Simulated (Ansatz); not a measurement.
# BGeH₄NO: one species, many methods

How much do the methods differ for BGeH₄NO? The plan is to run it at one geometry with functionals of several rungs and with coupled cluster. The yardstick is the atomisation energy at the CCSD(T) limit.

Computed with Ansatz 0.2.0, Gaussian basis. Level: functionals in def2-TZVPP, the program's frozen cores in correlated methods.

Levels to be run: LDA (SPW92), PBE-D4, revPBE-D4, BLYP-D4, r2SCAN-D4, B97M-V, PBE0-D4, B3LYP-D4, r2SCANh-D4, r2SCAN0-D4, HSE06-D4, BHLYP-D4, CAM-B3LYP-D4, LC-ωPBE, ωB97X-V, ωB97M-V, B2PLYP, PBE-QIDH; CCSD(T)/def2-SVP; CCSD(T)/def2-TZVPP; MP2/def2-QZVPP; extrapolation to the limit; RPA on PBE.

## Step 1: Structure used throughout

An earlier PBE0-D4 in a triple-zeta def2 set relaxation fixed the geometry.

SMILES `[NH2][GeH]1[BH][O]1`, 8 atoms, charge 0, spin multiplicity 1.

Atoms are counted from 1 here; the program's logs count them from 0.

Bond lengths: N1–Ge2 1.806 Å, N1–H5 1.007 Å, N1–H6 1.006 Å, Ge2–B3 2.049 Å, Ge2–O4 2.110 Å, Ge2–H7 1.539 Å, B3–O4 1.280 Å, B3–H8 1.192 Å. Angles: Ge2–N1–H5 120.4°, Ge2–N1–H6 119.9°, H5–N1–H6 112.2°, N1–Ge2–B3 122.3°, N1–Ge2–O4 110.2°, N1–Ge2–H7 104.2°, B3–Ge2–O4 35.8°, B3–Ge2–H7 121.1°, O4–Ge2–H7 98.3°, Ge2–B3–O4 74.7°, Ge2–B3–H8 143.9°, O4–B3–H8 141.4°, Ge2–O4–B3 69.5°.

Coordinates:

```
N    -0.71243    1.44755   -0.12655
Ge    0.60911    0.28920    0.29033
B     0.27597   -1.71986    0.51239
O     0.34148   -1.52602   -0.75080
H    -0.69380    1.95072   -0.99887
H    -1.65104    1.27238    0.19129
H     1.82979    0.81201   -0.48690
H     0.09301   -2.58307    1.31331
```

## Step 2: LDA

This LDA is Slater exchange with PW92 correlation.

Input file in.yaml:

```yaml
crystal:
  periodic: [false, false, false]
  atoms:
    - {symbol: N, position_ang: [-0.712427, 1.447550, -0.126547]}
    - {symbol: Ge, position_ang: [0.609109, 0.289196, 0.290328]}
    - {symbol: B, position_ang: [0.275968, -1.719857, 0.512390]}
    - {symbol: O, position_ang: [0.341481, -1.526025, -0.750802]}
    - {symbol: H, position_ang: [-0.693803, 1.950717, -0.998872]}
    - {symbol: H, position_ang: [-1.651037, 1.272381, 0.191292]}
    - {symbol: H, position_ang: [1.829794, 0.812009, -0.486895]}
    - {symbol: H, position_ang: [0.093014, -2.583072, 1.313308]}
basis:
  gaussian: {orbitals: def2-TZVPP}
hamiltonian: {xc: lda}
output: {orbitals: {seedname: orbitals}}
```

Run with:

```sh
> ansatz run in.yaml --threads 2 --pin off --events-out ev --progress --plain --max-ram 4352MiB
```

Further steps of the session: PBE-D4 (GGA); revPBE-D4 (GGA); BLYP-D4 (GGA); r2SCAN-D4 (meta-GGA); B97M-V (meta-GGA); PBE0-D4 (hybrid); B3LYP-D4 (hybrid); r2SCANh-D4 (hybrid); r2SCAN0-D4 (hybrid); HSE06-D4 (hybrid); BHLYP-D4 (hybrid); CAM-B3LYP-D4 (range-separated); LC-ωPBE (range-separated); ωB97X-V (range-separated); ωB97M-V (range-separated); B2PLYP (double hybrid); PBE-QIDH (double hybrid); CCSD(T) in def2-SVP; CCSD(T) in def2-TZVPP; MP2 in def2-QZVPP; RPA on PBE orbitals.

**Question.** What will the summary of the whole plan be? Wanted: atomisation energy, CCSD(T)/CBS; farthest beyond LDA; mean size of error, GGA; mean size of error, meta-GGA; mean size of error, hybrid; mean size of error, range-separated; mean size of error, double hybrid; gap, smallest and largest; T1 diagnostic.

The runs gave:

| quantity | value |
| --- | --- |
| atomisation energy, CCSD(T)/CBS | 662.7 kcal/mol |
| functionals within 6.6 kcal/mol (1.0 %) | revPBE-D4, BLYP-D4, r2SCAN-D4, B97M-V, PBE0-D4, B3LYP-D4, r2SCANh-D4, HSE06-D4, CAM-B3LYP-D4, LC-ωPBE, ωB97X-V, ωB97M-V, B2PLYP |
| farthest beyond LDA | BHLYP-D4 (-28.5 kcal/mol) |
| mean size of error, GGA | 9.1 kcal/mol |
| mean size of error, meta-GGA | 4.0 kcal/mol |
| mean size of error, hybrid | 8.8 kcal/mol |
| mean size of error, range-separated | 2.5 kcal/mol |
| mean size of error, double hybrid | 7.3 kcal/mol |
| gap, smallest and largest | 3.91 eV (LDA (SPW92)), 10.50 eV (LC-ωPBE) |
| T1 diagnostic | 0.0161 |
| triples share of the correlation energy | 4.2 % |

**Reading.** LDA overbinds by 110.3 kcal/mol (17 %). PBE-D4 misses by +18.5 kcal/mol. Double hybrids carry the basis error of their MP2 part in triple zeta, and no dispersion term here, so their miss is partly the set-up's. The rungs range-separated, meta-GGA miss on average by less than the doubt on the reference (6.6 kcal/mol), so they tie. The reference freezes the cores and leaves out relativity and excitations past (T), and its outer-core shells are covered unevenly, so misses under about 6.6 kcal/mol can't be ranked. Hartree-Fock recovers 67 % of the binding; the rest is correlation. CCSD(T) in def2-SVP is off by -47.3 kcal/mol, more than most functionals: a good method in a small basis is no reference. Orbital gaps span 3.9 to 10.5 eV; exact exchange widens them. Correlated methods include outer-core shells of Ge, which these sets cover unevenly.
